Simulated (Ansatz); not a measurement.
# CF2InN: one species, many methods

An exercise on one series of results from a longer session: the logs are not shown, and one member is left open.

The runs use Ansatz 0.2.0, Gaussian basis; functionals in def2-TZVPP, the program's frozen cores in correlated methods.

Plan: LDA (SPW92), PBE-D4, revPBE-D4, BLYP-D4, r2SCAN-D4, B97M-V, PBE0-D4, B3LYP-D4, r2SCANh-D4, r2SCAN0-D4, HSE06-D4, BHLYP-D4, CAM-B3LYP-D4, LC-ωPBE, ωB97X-V, ωB97M-V, B2PLYP, PBE-QIDH; CCSD(T)/def2-SVP; CCSD(T)/def2-TZVPP; MP2/def2-QZVPP; extrapolation to the limit; RPA on PBE.

**Structure used throughout**

The geometry comes from an earlier relaxation with PBE0-D4 in a triple-zeta def2 set; it is a stationary point. In takes the def2 core potential; no spin-orbit term is included.

SMILES `N#[C][In]([F])[F]`, 5 atoms, charge 0, spin multiplicity 1.

Atoms are counted from 1 here; the program's logs count them from 0.

Bond lengths: N1–C2 1.152 Å, C2–In3 2.072 Å, In3–F4 1.919 Å, In3–F5 1.919 Å. Angles: N1–C2–In3 180.0°, C2–In3–F4 123.5°, C2–In3–F5 123.5°, F4–In3–F5 112.9°.

Set-up of the first run:

Input file in.yaml:

```yaml
crystal:
  periodic: [false, false, false]
  atoms:
    - {symbol: N, position_ang: [1.297993, -1.592218, 1.589587]}
    - {symbol: C, position_ang: [0.724866, -0.890262, 0.878561]}
    - {symbol: In, position_ang: [-0.306032, 0.372295, -0.400272]}
    - {symbol: F, position_ang: [-1.872103, -0.154821, -1.375519]}
    - {symbol: F, position_ang: [0.205078, 2.191406, -0.733656]}
basis:
  gaussian: {orbitals: def2-TZVPP}
hamiltonian: {xc: lda}
output: {orbitals: {seedname: orbitals}}
```

Among the steps run: LDA; PBE-D4 (GGA); revPBE-D4 (GGA); BLYP-D4 (GGA); r2SCAN-D4 (meta-GGA); B97M-V (meta-GGA); PBE0-D4 (hybrid); B3LYP-D4 (hybrid); r2SCANh-D4 (hybrid); r2SCAN0-D4 (hybrid); HSE06-D4 (hybrid); BHLYP-D4 (hybrid); CAM-B3LYP-D4 (range-separated); LC-ωPBE-D4 (range-separated; the results give it without D4); ωB97X-V (range-separated); ωB97M-V (range-separated); B2PLYP (double hybrid); PBE-QIDH (double hybrid).

One table of the session follows, with a row left open; its other results are not shown here.

It belongs to the step «Frontier levels by functional». 

```
  functional  HOMO (eV)  LUMO (eV)  gap (eV)
 LDA (SPW92)      -9.22      -4.19      5.03
      PBE-D4      -8.98      -3.81      5.17
   revPBE-D4          ?          ?         ?
     BLYP-D4      -8.92      -3.84      5.08
   r2SCAN-D4      -9.41      -3.57      5.85
      B97M-V      -9.52      -3.67      5.86
     PBE0-D4     -10.74      -2.87      7.87
    B3LYP-D4     -10.46      -3.27      7.19
  r2SCANh-D4     -10.09      -3.23      6.86
  r2SCAN0-D4     -10.95      -2.72      8.23
    HSE06-D4     -10.32      -3.24      7.08
    BHLYP-D4     -11.96      -2.04      9.92
CAM-B3LYP-D4     -12.19      -1.95     10.24
     LC-ωPBE     -13.65      -0.49     13.16
     ωB97X-V     -13.20      -0.69     12.51
     ωB97M-V     -13.08      -0.90     12.18
```

Estimate the missing values for revPBE-D4.

**Answer.** HOMO (eV): -8.89; LUMO (eV): -3.66; gap (eV): 5.23. In the column «HOMO (eV)» it is the highest.
